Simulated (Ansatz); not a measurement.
**HF/STO-3G run of BH2Br (SMILES BBr)**

What is the electronic atomisation energy of BH2Br at HF/STO-3G? 

The calculation is run with Ansatz 0.2.0.

61 further runs of the same task are left out: 2 that didn't finish, 59 set aside as unsound or not needed.

## Step 1: The structure to begin with

The species is BH2Br (4 atoms), meant as a singlet with charge 0. SMILES: `BBr`. Geometry: relaxed at PBE0-D4/def2-TZVP.

Bond lengths: B1–Br2 1.891 Å, B1–H3 1.188 Å, B1–H4 1.188 Å. Angles: Br2–B1–H3 117.8°, Br2–B1–H4 117.8°, H3–B1–H4 124.3°.

## Step 2: The energy at HF/STO-3G

input.yaml

```yaml
crystal:
  periodic: [false, false, false]
  atoms:
    - {symbol: B, position_ang: [-0.153900, 0.025000, -0.096900]}
    - {symbol: Br, position_ang: [1.470100, -0.363400, 0.790800]}
    - {symbol: H, position_ang: [-1.111200, -0.617300, 0.191700]}
    - {symbol: H, position_ang: [-0.149500, 0.895400, -0.905900]}
basis:
  gaussian: {orbitals: STO-3G}
hamiltonian: {xc: hf}
accuracy: high
```

On the command line:

```bash
$ ansatz run input.yaml --threads 1 --pin off --max-ram 2610MiB --events-out events.jsonl --progress --plain --runs-dir runs
```

Standard output:

```text
Warning: RAYON_NUM_THREADS=1 ignored (pool sized by the plan → 1); use --threads N
Functional definition: HF
  name "HF"
  exchange = exact_x
  correlation = 0
344 factors; integrals over basis functions are off by at most 1.7e-8 eV
mean field evaluation 1: about -69937.7523 eV, gradient 1.7e1 eV
mean field evaluation 2: about -69937.7800 eV, gradient 1.6e1 eV
mean field evaluation 4: about -69939.1158 eV, gradient 9.6e-1 eV
mean field evaluation 8: about -69939.1198 eV, gradient 4.2e-6 eV
mean field -69939.11975120 eV, -2570.2152444186 hartree, gradient 6.7e-8 eV, S^2 0.000000; 0 other end points of the search recorded, 0 dependent functions left out
reference -69939.11975120 eV, -2570.2152444186 hartree; 21, 21 occupied and 4, 4 virtual orbitals, 344 factors
Total energy: -69939.11975120 eV, -2570.2152444186 hartree
```

Wall time 0.14 s (1 thread of Arm Neoverse V2, shared host).

## Step 3: The B atom at the same level

job.yaml

```yaml
crystal:
  periodic: [false, false, false]
  atoms:
    - {symbol: B, position_ang: [0.000000, 0.000000, 0.000000]}
basis:
  gaussian:
    orbitals: STO-3G
magnetization:
  spin_polarized: true
  initial_magnetization: 1
hamiltonian:
  xc: hf
accuracy: high
```

Run the same way, it converges to -24.14899 Eh (log not shown).

## Step 4: The Br atom at the same level

input.yaml

```yaml
crystal:
  periodic: [false, false, false]
  atoms:
    - {symbol: Br, position_ang: [0.000000, 0.000000, 0.000000]}
basis:
  gaussian:
    orbitals: STO-3G
total_charge: 0
magnetization:
  spin_polarized: true
  initial_magnetization: 1
hamiltonian:
  xc: hf
accuracy: high
```

Run the same way, it converges to -2544.63678 Eh (log not shown).

## Step 5: The H atom at the same level

job.yaml

```yaml
crystal:
  periodic: [false, false, false]
  atoms:
    - {symbol: H, position_ang: [0.000000, 0.000000, 0.000000]}
basis:
  gaussian: {orbitals: STO-3G}
hamiltonian: {xc: hf}
magnetization: {spin_polarized: true, initial_magnetization: 1}
accuracy: high
```

Run the same way, it converges to -0.46658 Eh (log not shown).

## Step 6: What came out

Level: HF/STO-3G.

```
                     quantity           value
       molecule: total energy  -2570.21524 Eh
         B atom: total energy    -24.14899 Eh
                 B atom: ⟨S²⟩           0.750
        Br atom: total energy  -2544.63678 Eh
                Br atom: ⟨S²⟩           0.750
         H atom: total energy     -0.46658 Eh
                 H atom: ⟨S²⟩           0.750
electronic atomisation energy       13.505 eV
```

In words: Taking the molecule apart into free atoms costs 13.51 eV (311 kcal/mol), before zero-point energy and without spin-orbit coupling. Hartree–Fock lacks the correlation of the bonding pairs, which as a rule makes this value much too low; in minimal bases other errors can mask that. In a minimal basis such a difference can be off by several eV, whatever the method.
